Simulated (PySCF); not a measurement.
# How the numerical set-up moves the result for Te⁻

The method stays; parts of the set-up, such as the basis or the Hamiltonian, are changed.

Program: PySCF 2.14.0. Level of theory: each script names its method and basis. These are calculated values, not measurements.

5 further runs of the same task are left out: 1 for a known fault of the program, 4 that didn't finish.

## 1. The atom

Te⁻: 1 atom, charge -1, spin multiplicity 2.

## 2. The run that the others are compared with

Contents of input.py:

```python
from pyscf import gto, scf, mcscf

mol = gto.M(
    atom='Te 0 0 0',
    basis='cc-pvtz-dk',
    charge=-1,
    spin=1,
    verbose=4,
)
mf = scf.ROHF(mol)
mf = mf.sfx2c1e()
mf.kernel()
mc = mcscf.CASCI(mf, 8, 9)
mc.kernel()
mc.analyze()
mf.dip_moment()
print('orbital energies (hartree):', mf.mo_energy[..., max(0, mol.nelec[1]-3):mol.nelec[0]+3].round(4))
```

Started as:

```console
> python input.py
```

Its log is not repeated here.

In short: E(SCF) = -6790.898602 Eh, 8 cycles, E(CAS) − E(SCF) = -0.00955 Eh.

## 3. Jorge-dzp-dkh

Edit 1 changes basis set: cc-pvtz-dk → jorge-dzp-dkh.

Contents of input.py:

```python
from pyscf import gto, scf, mcscf

mol = gto.M(
    atom='Te 0 0 0',
    basis='jorge-dzp-dkh',
    charge=-1,
    spin=1,
    verbose=4,
)
mf = scf.ROHF(mol)
mf = mf.sfx2c1e()
mf.kernel()
mc = mcscf.CASCI(mf, 8, 9)
mc.kernel()
mc.analyze()
mf.dip_moment()
print('orbital energies (hartree):', mf.mo_energy[..., max(0, mol.nelec[1]-3):mol.nelec[0]+3].round(4))
```

Started as:

```console
> python input.py
```

## 4. Spin-free X2C off

Edit 2 changes spin-free X2C: on → off.

Changes to input.py since step 2:

```diff
@@ -10,3 +10,2 @@
 mf = scf.ROHF(mol)
-mf = mf.sfx2c1e()
 mf.kernel()
```

## 5. X2c-svpall

Edit 3 changes basis set: cc-pvtz-dk → x2c-svpall.

Changes to input.py since step 2:

```diff
@@ -4,3 +4,3 @@
     atom='Te 0 0 0',
-    basis='cc-pvtz-dk',
+    basis='x2c-svpall',
     charge=-1,
```

## 6. Cartesian functions on

Edit 4 changes Cartesian functions: off → on.

Changes to input.py since step 2:

```diff
@@ -7,2 +7,3 @@
     spin=1,
+    cart=True,
     verbose=4,
```

Before running it: what results should come out? Wanted: for each run, E(SCF); from base; after the SCF.

As calculated:

| run | E(SCF) (hartree) | from base (eV) | cycles | functions | after the SCF |
| --- | --- | --- | --- | --- | --- |
| base | -6790.898602 | 0 | 8 | 52 | CASCI correlation -0.260 eV |
| jorge-dzp-dkh | -6785.444031 | +148.4264 | 8 | 48 | CASCI correlation -0.264 eV |
| spin-free X2C off (poor choice) | -6388.496191 | not comparable | 7 | 52 | CASCI correlation -0.260 eV |
| x2c-svpall | -6790.294858 | +16.4287 | 7 | 36 | CASCI correlation -0.582 eV |
| Cartesian functions on | -6790.900370 | -0.0481 | 8 | 59 | CASCI correlation -0.163 eV |

What this shows: Of the runs whose energies can be compared, “jorge-dzp-dkh” moves the SCF energy most (+148.426 eV). jorge-dzp-dkh (48 functions) gives an energy 148.43 eV higher than cc-pvtz-dk (52). x2c-svpall (36 functions) gives an energy 16.43 eV higher than cc-pvtz-dk (52). Rows marked «poor choice» come from settings spoiled on purpose.
